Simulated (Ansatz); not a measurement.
# Pt4Au: the cost of one run

Computed with Ansatz 0.2.0 (DFT PBE+D3(BJ), scalar-relativistic, plane waves, PAW, unless a step's input says otherwise).

2 further runs of the same task are left out: 2 set aside as unsound or not needed.

## Step 1: Starting point

Symmetry: P3m1, No. 156, trigonal system. The conventional cell has a = 2.778 Å, b = 2.778 Å, c = 23.805 Å, α = 90.00°, β = 90.00°, γ = 120.00°. Around Pt (site symmetry 3m) lie 9 Pt at 2.78 Å. Around Pt (site symmetry 3m) lie 12 Pt at 2.77 to 2.78 Å. Pt (site symmetry 3m) is surrounded by 12 Pt at 2.77 to 2.80 Å. Pt (site symmetry 3m) is surrounded by 9 Pt at 2.78 to 2.80 Å.

Coordinates:

```xyz
4
Lattice="2.7779 0.0000 0.0000 -1.3890 2.4058 0.0000 0.0000 0.0000 23.8045" Properties=species:S:1:pos:R:3 pbc="T T T"
Pt    1.3890    0.8019    8.5000
Pt    0.0000    1.6038   10.7682
Pt    0.0000    0.0000   13.0212
Pt    1.3890    0.8019   15.3154
```

Planes are indexed in the bulk's conventional cell (Fm-3m (No. 225)), a = 3.929 Å, b = 3.929 Å, c = 3.929 Å, α = 90.00°, β = 90.00°, γ = 90.00°.

It is a (111) slab, 6.8 Å thick as cut, with 17 Å of vacuum; its outer planes are Pt (top) and Pt (bottom). An earlier relaxation, lower half held, gave -50093.1869 eV, work function 5.70 eV.

## Step 2: Start: Au, top (Pt)

Contents of input.yaml:

```yaml
crystal:
  lattice:
    - [2.7779442289, 0.0, 0.0]
    - [-1.3889721145, 2.4057702726, 0.0]
    - [0.0, 0.0, 25.8045458948]
  atoms:
    - { symbol: Pt, position: [0.6666666667, 0.3333333333, 0.329399325] }
    - { symbol: Pt, position: [0.3333333333, 0.6666666667, 0.4172978672] }
    - { symbol: Pt, position: [0.0, 0.0, 0.5046094467] }
    - { symbol: Pt, position: [0.6666666667, 0.3333333333, 0.5935153753] }
    - { symbol: Au, position: [0.6666666667, 0.3333333333, 0.6989231593] }
basis:
  ecutwfc: 420
kpoints:
  mp_grid: { grid: [12, 12, 1] }
hamiltonian:
  xc: pbe
  dispersion: d3bj
scf:
  occupations: { method: gaussian, width: 0.1 }
output:
  forces: true
  eigenvalues: true
  write_density: true
  write_potential: true
  elf: true
  volumetric_format: npy
relax:
  adjacent_minimum: "off"
  f_tol: 0.03
  max_steps: 70
  constraints: [{ sites: [0, 1] }]
efield:
  axis: 3
  dipole_correction: true
```

The run is started by

```sh
$ ansatz run input.yaml --threads 2 --pin off --max-ram 5120MiB --backend cpu --events-out ev --progress --plain --runs-dir out
```

What time and memory should one allow on 2 threads of Intel Xeon Platinum 8259CL at 2.50GHz (Skylake/Cascade Lake), shared host?

About 54 s, with a peak of 0.58 GiB.
